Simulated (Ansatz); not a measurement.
# Os4C: the cost of one run

Computed with Ansatz 0.2.0 (DFT PBE, scalar-relativistic, plane waves, PAW, unless a step's input says otherwise).

### 1 The structure to begin with

The structure is cubic, space group Pm-3m (No. 221). Conventional cell: a = 4.462 Å, b = 4.462 Å, c = 4.462 Å, α = 90.00°, β = 90.00°, γ = 90.00°. Around Os (site symmetry 4/mmm) lie 2 C at 2.23 Å. Around Os (site symmetry m-3m) lie 12 Os at 3.16 Å. C (site symmetry m-3m) is surrounded by 6 Os at 2.23 Å.

Structure file:

```
CELL_PARAMETERS angstrom
4.46229 0.00000 0.00000
0.00000 4.46229 0.00000
0.00000 0.00000 4.46229
ATOMIC_POSITIONS crystal
Os 0.50000 0.00000 0.00000
Os 0.00000 0.50000 0.00000
Os 0.00000 0.00000 0.50000
Os 0.50000 0.50000 0.50000
C 0.00000 0.00000 0.00000
```

A structure generator made this guess: random cell by space group and Wyckoff sites (Pm-3m, No. 221). Lengths come from tabulated atomic sizes and are only a guess.

### 2 A first look at the guess

Contents of input.yaml:

```yaml
crystal:
  lattice:
    - [4.4622872, 0.0, 0.0]
    - [0.0, 4.4622872, 0.0]
    - [0.0, 0.0, 4.4622872]
  atoms:
    - { symbol: Os, position: [0.5, 0.0, 0.0] }
    - { symbol: Os, position: [0.0, 0.5, 0.0] }
    - { symbol: Os, position: [0.0, 0.0, 0.5] }
    - { symbol: Os, position: [0.5, 0.5, 0.5] }
    - { symbol: C, position: [0.0, 0.0, 0.0] }
basis:
  ecutwfc: 420
kpoints:
  mp_grid: { grid: [4, 4, 4] }
hamiltonian:
  xc: pbe
scf:
  occupations: { method: gaussian, width: 0.1 }
  lower_state_search: "off"
output:
  forces: true
  stress: true
  eigenvalues: true
```

On the command line:

```sh
> ansatz run input.yaml --threads 1 --pin off --max-ram 2560MiB --backend cpu --events-out ev --progress --plain --runs-dir out
```

What time and memory should one allow on 1 thread of Intel Xeon Platinum 8488C (Sapphire Rapids), shared host?

About 1.1 s, with a peak of 0.39 GiB.
